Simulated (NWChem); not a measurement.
**CH6NPSi (SMILES C1NP[SiH2]1) at 3 levels**

We compute a comparison of 3 runs (HF/STO-3G, HF/3-21G, B3LYP/6-31G*) of CH6NPSi. 

The results are computed with NWChem 7.3.0.

## 1. Starting point

CH6NPSi: 10 atoms, total charge 0, spin state singlet. As SMILES, `C1NP[SiH2]1`. The coordinates come from a PBE0-D4/def2-TZVP relaxation.

Bond lengths: C1–N2 1.466 Å, N2–P3 1.737 Å, C1–Si4 1.900 Å, P3–Si4 2.263 Å, C1–H5 1.094 Å, C1–H6 1.100 Å, N2–H7 1.012 Å, P3–H8 1.446 Å, Si4–H9 1.486 Å, Si4–H10 1.487 Å. Some angles: C1–N2–P3 108.8°, N2–C1–Si4 91.6°, N2–P3–Si4 73.5°, C1–Si4–P3 77.1°, C1–N2–H7 117.6°, P3–N2–H7 119.0°, N2–C1–H5 113.0°, N2–C1–H6 113.4°, Si4–C1–H5 118.7°, Si4–C1–H6 110.6°.

## 2. Energy and gradient at HF/STO-3G (run 1)

Contents of m1.nw:

```
echo
START m1
TITLE "CH6NPSi hf"
memory total 2200 mb

GEOMETRY units bohr noautosym nocenter noautoz
 C     -0.98057889     1.42428658    -0.52969023
 N      0.73453654     1.63877050     1.63499104
 P      1.84040427    -1.35304391     2.41110156
 Si     0.72244230    -1.50667864    -1.71473749
 H     -0.99380697     3.11294585    -1.72097358
 H     -2.93701234     0.96829567     0.00680301
 H      0.23905035     2.83553405     3.04075831
 H     -0.47828968    -2.63352233     3.08308817
 H      2.82155008    -0.94467409    -3.49240285
 H     -0.81107045    -3.63866765    -2.71326877
END

BASIS spherical bse
 * library STO-3G
END

SCF
 singlet
 rhf
 thresh 1e-08
 maxiter 80
END

TASK scf gradient
```

Command:

```
$ nwchem m1.nw > m1.out
```

The program printed:

```text
[...]
  functions       =    34
[...]
  wavefunction    = RHF
[...]
         Total SCF energy =   -717.137216846393
      One-electron energy =  -1438.975854195426
      Two-electron energy =    499.469436655776
 Nuclear repulsion energy =    222.369200693257
        Time for solution =      2.0s
[...]
                         RHF ENERGY GRADIENTS
    atom               coordinates                        gradient
                 x          y          z           x          y          z
   1 C      -0.980579   1.424287  -0.529690    0.006746   0.012843   0.016729
   2 N       0.734537   1.638771   1.634991   -0.007021  -0.007103  -0.007668
   3 P       1.840404  -1.353044   2.411102    0.019495   0.033530   0.025068
   4 Si      0.722442  -1.506679  -1.714737   -0.015928   0.012103   0.004690
   5 H      -0.993807   3.112946  -1.720974    0.001196   0.002842  -0.002736
   6 H      -2.937012   0.968296   0.006803   -0.003868  -0.005433   0.001634
   7 H       0.239050   2.835534   3.040758    0.010021  -0.009625  -0.009660
   8 H      -0.478290  -2.633522   3.083088   -0.020194  -0.020466   0.001709
   9 H       2.821550  -0.944674  -3.492403    0.025641   0.006383  -0.018426
  10 H      -0.811070  -3.638668  -2.713269   -0.016087  -0.025074  -0.011341
[...]
```

Wall time 3.3 s (1 thread of Intel Xeon 6975P-C (Granite Rapids), shared host); peak memory 0.098 GiB.

## 3. Energy and forces at HF/3-21G (run 2)

Contents of m1.nw:

```
start m1
memory 2200 mb

geometry noautosym nocenter noautoz
   C    -0.518900    0.753700   -0.280300
   N     0.388700    0.867200    0.865200
   P     0.973900   -0.716000    1.275900
   Si    0.382300   -0.797300   -0.907400
   H    -0.525900    1.647300   -0.910700
   H    -1.554200    0.512400    0.003600
   H     0.126500    1.500500    1.609100
   H    -0.253100   -1.393600    1.631500
   H     1.493100   -0.499900   -1.848100
   H    -0.429200   -1.925500   -1.435800
end

basis spherical bse
   * library 3-21G
end

scf
   thresh 1e-08
   maxiter 80
end

task scf gradient
```

Command:

```
$ nwchem m1.nw > m1.out
```

The program printed:

```text
[...]
  functions       =    56
[...]
  wavefunction    = RHF
[...]
         Total SCF energy =   -721.625928142166
      One-electron energy =  -1439.610837141762
      Two-electron energy =    495.615692180630
 Nuclear repulsion energy =    222.369216818966
        Time for solution =      2.0s
[...]
                         RHF ENERGY GRADIENTS
    atom               coordinates                        gradient
                 x          y          z           x          y          z
   1 C      -0.980579   1.424286  -0.529690    0.021281  -0.015883   0.013386
   2 N       0.734536   1.638770   1.634991    0.011364  -0.027060  -0.021063
   3 P       1.840404  -1.353044   2.411101   -0.016161   0.027426  -0.022676
   4 Si      0.722442  -1.506679  -1.714737   -0.005334   0.011413   0.034090
   5 H      -0.993807   3.112946  -1.720973   -0.000707   0.007284  -0.004379
   6 H      -2.937012   0.968296   0.006803   -0.005822  -0.002246   0.000474
   7 H       0.239050   2.835534   3.040758   -0.005313   0.000029   0.007239
   8 H      -0.478290  -2.633522   3.083088    0.000323  -0.001744  -0.005915
   9 H       2.821550  -0.944674  -3.492403    0.000832   0.000551  -0.000247
  10 H      -0.811070  -3.638667  -2.713269   -0.000463   0.000231  -0.000909
[...]
```

It took 3.6 s on 1 thread of Intel Xeon 6975P-C (Granite Rapids), shared host; peak memory 0.098 GiB.

## 4. Energy and forces at B3LYP/6-31G(d) (Cartesian functions) (run 3)

Contents of a.nw:

```
start a
title "CH6NPSi"
memory stack 880 mb heap 220 mb global 1100 mb
charge 0

geometry units atomic noautosym nocenter noautoz
C   -0.98057889   1.42428658  -0.52969023
N    0.73453654   1.63877050   1.63499104
P    1.84040427  -1.35304391   2.41110156
Si   0.72244230  -1.50667864  -1.71473749
H   -0.99380697   3.11294585  -1.72097358
H   -2.93701234   0.96829567   0.00680301
H    0.23905035   2.83553405   3.04075831
H   -0.47828968  -2.63352233   3.08308817
H    2.82155008  -0.94467409  -3.49240285
H   -0.81107045  -3.63866765  -2.71326877
end

basis
* library 6-31G*
end

dft
xc b3lyp
grid xfine
convergence energy 1e-08
iterations 100
mulliken
end

task dft gradient
```

Command:

```
$ nwchem a.nw > a.out
```

The program printed, shortened:

```text
[...]
          Wavefunction type:  closed shell.
          No. of atoms     :    10
          No. of electrons :    48
[...]
          Charge           :     0
          Spin multiplicity:     1
[...]
          AO basis - number of functions:    80
[...]
              XC Information
              --------------
                         B3LYP Method XC Potential
                     Hartree-Fock (Exact) Exchange  0.200
                        Slater Exchange Functional  0.800 local
                    Becke 1988 Exchange Functional  0.720 non-local
              Lee-Yang-Parr Correlation Functional  0.810
                  VWN I RPA Correlation Functional  0.190 local
[...]
 d= 0,ls=0.0,diis     1   -727.2345843848 -9.50D+02  1.18D-02  4.78D-01     3.7
[...]
 d= 0,ls=0.0,diis    10   -727.2781239110 -1.87D-09  4.58D-07  1.44D-09    31.0
         Total DFT energy =     -727.278123911021
      One electron energy =    -1445.160553495109
           Coulomb energy =      554.327305005764
    Exchange-Corr. energy =      -58.814076114933
 Nuclear repulsion energy =      222.369200693257
[...]
      Total Density - Mulliken Population Analysis
     ---------------------------------------------
[...]
  wavefunction    = closed shell
                         DFT ENERGY GRADIENTS
    atom               coordinates                        gradient
                 x          y          z           x          y          z
   1 C      -0.980579   1.424287  -0.529690    0.003917  -0.002276   0.002501
   2 N       0.734537   1.638771   1.634991   -0.002717  -0.008697   0.001039
   3 P       1.840404  -1.353044   2.411102   -0.005205   0.008876  -0.006485
   4 Si      0.722442  -1.506679  -1.714737   -0.002744   0.004161   0.007527
   5 H      -0.993807   3.112946  -1.720974    0.000500  -0.001974   0.001040
   6 H      -2.937012   0.968296   0.006803    0.002883  -0.000204  -0.000421
   7 H       0.239050   2.835534   3.040758    0.001636  -0.003367  -0.003920
   8 H      -0.478290  -2.633522   3.083088    0.001532   0.002414  -0.002412
   9 H       2.821550  -0.944674  -3.492403   -0.000192   0.000301   0.000767
  10 H      -0.811070  -3.638668  -2.713269    0.000391   0.000767   0.000363
[...]
```

It took 41 s on 1 thread of Intel Xeon 6975P-C (Granite Rapids), shared host; peak memory 0.14 GiB.

## 5. The series

```csv
run,level,Cartesian functions,iteration cap,energy (Eh),dipole moment (D),HOMO energy (eV),LUMO energy (eV),wall time
1,HF/STO-3G,no,80,-717.137217,1.29,-6.81,9.18,3.3 s
2,HF/3-21G,no,80,-721.625928,2.22,-9.34,3.02,3.6 s
3,B3LYP/6-31G* (Cartesian functions),yes,100,-727.278124,1.76,-6.19,-0.31,41 s
```

## 6. Summary of results

| quantity | value |
| --- | --- |
| run 3: total energy | -727.27812 Eh |
| run 3: dipole moment | 1.76 D |
| run 3: HOMO energy | -6.19 eV |
| run 3: LUMO energy | -0.31 eV |
| run 3: HOMO–LUMO gap | 5.89 eV |
| run 3: largest force on an atom | 0.625 eV/Å |

In words: The dipole moment (its size) runs from 1.29 D (HF/STO-3G) to 2.22 D (HF/3-21G). The HOMO–LUMO gap runs from 5.89 eV (B3LYP/6-31G*) to 15.99 eV (HF/STO-3G). The two ends differ in method and basis. In run 1 the basis is minimal, so the values are rough. All runs together took 48 s, the longest 41 s.
